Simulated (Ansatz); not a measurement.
# C3H7NO2Si: one species, many methods

Aim: compute C3H7NO2Si with functionals from several rungs and with coupled cluster. The yardstick is the atomisation energy at the CCSD(T) limit.

The runs use Ansatz 0.2.0, Gaussian basis; functionals in def2-TZVPP, the program's frozen cores in correlated methods.

Plan: PBE-D4, r2SCAN-D4, PBE0-D4, B3LYP-D4, ωB97X-V, ωB97M-V, B2PLYP; CCSD(T)/def2-TZVPP; MP2/def2-QZVPP; extrapolation to the limit.

## 1. The relaxed structure

The geometry comes from an earlier relaxation with PBE0-D4 in a triple-zeta def2 set; it is a stationary point, not always the lowest conformer.

14 atoms, charge 0, spin multiplicity 1.

Atoms are counted from 1 here; the program's logs count them from 0.

Bond lengths: C1–O2 1.413 Å, C1–H8 1.095 Å, C1–H9 1.090 Å, C1–H10 1.094 Å, O2–Si3 1.622 Å, Si3–C4 1.853 Å, Si3–O6 1.613 Å, Si3–H11 1.481 Å, C4–N5 1.151 Å, O6–C7 1.414 Å, C7–H12 1.090 Å, C7–H13 1.093 Å, C7–H14 1.095 Å. Angles: O2–C1–H8 111.5°, O2–C1–H9 108.0°, O2–C1–H10 110.9°, H8–C1–H9 108.7°, H8–C1–H10 108.9°, H9–C1–H10 108.8°, C1–O2–Si3 125.3°, O2–Si3–C4 109.3°, O2–Si3–O6 110.5°, O2–Si3–H11 110.6°, C4–Si3–O6 105.3°, C4–Si3–H11 107.8°, O6–Si3–H11 113.1°, Si3–C4–N5 175.8°, Si3–O6–C7 125.1°, O6–C7–H12 107.9°, O6–C7–H13 110.7°, O6–C7–H14 111.5° and more.

As a file:

```mol
C3H7NO2Si
  3D, bonds by distance, orders not assigned

 14 13  0  0  0  0  0  0  0  0999 V2000
   -0.5450    0.7407   -2.1619 C   0  0
   -0.6292    0.1266   -0.8916 O   0  0
    0.3941    0.3795    0.3406 Si  0  0
    0.2183    2.1257    0.9356 C   0  0
    0.1305    3.2359    1.2282 N   0  0
   -0.0019   -0.5432    1.6034 O   0  0
    0.0507   -1.9562    1.6251 C   0  0
    0.4576    0.6396   -2.5909 H   0  0
   -1.2586    0.2475   -2.8221 H   0  0
   -0.7986    1.8029   -2.0989 H   0  0
    1.7958    0.1904   -0.1001 H   0  0
   -0.0796   -2.2802    2.6576 H   0  0
   -0.7490   -2.3826    1.0143 H   0  0
    1.0148   -2.3268    1.2607 H   0  0
  1  2  8  0
  2  3  8  0
  3  4  8  0
  4  5  8  0
  3  6  8  0
  6  7  8  0
  1  8  8  0
  1  9  8  0
  1 10  8  0
  3 11  8  0
  7 12  8  0
  7 13  8  0
  7 14  8  0
M  END
```

## 2. PBE-D4 (GGA)

in.yaml

```yaml
crystal:
  periodic: [false, false, false]
  atoms:
    - {symbol: C, position_ang: [-0.544957, 0.740652, -2.161910]}
    - {symbol: O, position_ang: [-0.629223, 0.126630, -0.891602]}
    - {symbol: Si, position_ang: [0.394118, 0.379534, 0.340600]}
    - {symbol: C, position_ang: [0.218306, 2.125709, 0.935560]}
    - {symbol: N, position_ang: [0.130495, 3.235930, 1.228204]}
    - {symbol: O, position_ang: [-0.001905, -0.543177, 1.603380]}
    - {symbol: C, position_ang: [0.050737, -1.956184, 1.625134]}
    - {symbol: H, position_ang: [0.457619, 0.639643, -2.590941]}
    - {symbol: H, position_ang: [-1.258589, 0.247451, -2.822103]}
    - {symbol: H, position_ang: [-0.798559, 1.802890, -2.098949]}
    - {symbol: H, position_ang: [1.795801, 0.190431, -0.100050]}
    - {symbol: H, position_ang: [-0.079567, -2.280169, 2.657623]}
    - {symbol: H, position_ang: [-0.749031, -2.382561, 1.014318]}
    - {symbol: H, position_ang: [1.014766, -2.326758, 1.260716]}
basis:
  gaussian: {orbitals: def2-TZVPP}
hamiltonian: {xc: pbe, dispersion: d4}
output: {forces: true, orbitals: {seedname: orbitals}}
```

On the command line:

```sh
ansatz run in.yaml --threads 2 --pin off --events-out ev --progress --plain --max-ram 32768MiB --backend cuda --devices 0, --max-vram 18GiB
```

The runs that follow: r2SCAN-D4 (meta-GGA); PBE0-D4 (hybrid); B3LYP-D4 (hybrid); ωB97X-V (range-separated); ωB97M-V (range-separated); B2PLYP (double hybrid); CCSD(T) in def2-TZVPP; MP2 in def2-QZVPP.

**Question.** What will the summary of the whole plan be? Wanted: atomisation energy, CCSD(T)/CBS; farthest; mean size of error, hybrid; mean size of error, range-separated; gap, smallest and largest; T1 diagnostic; triples share of the correlation energy.

As calculated:

| quantity | value |
| --- | --- |
| atomisation energy, CCSD(T)/CBS | 59.820 eV |
| functionals within 0.299 eV (0.5 %) | r2SCAN-D4, PBE0-D4, B3LYP-D4, ωB97X-V, ωB97M-V |
| farthest | PBE-D4 (+1.276 eV) |
| mean size of error, hybrid | 0.123 eV |
| mean size of error, range-separated | 0.123 eV |
| gap, smallest and largest | 5.75 eV (PBE-D4), 13.04 eV (ωB97X-V) |
| T1 diagnostic | 0.0123 |
| triples share of the correlation energy | 4.0 % |

**Reading.** PBE-D4 misses by +1.276 eV. Double hybrids carry the basis error of their MP2 part in triple zeta, and no dispersion term here, so their miss is partly the set-up's. The reference freezes the cores and leaves out relativity and excitations past (T), so misses under about 0.299 eV can't be ranked. Hartree-Fock recovers 71 % of the binding; the rest is correlation. The gap grows from 5.7 to 13.0 eV across the functionals, mostly with the share of exact exchange.
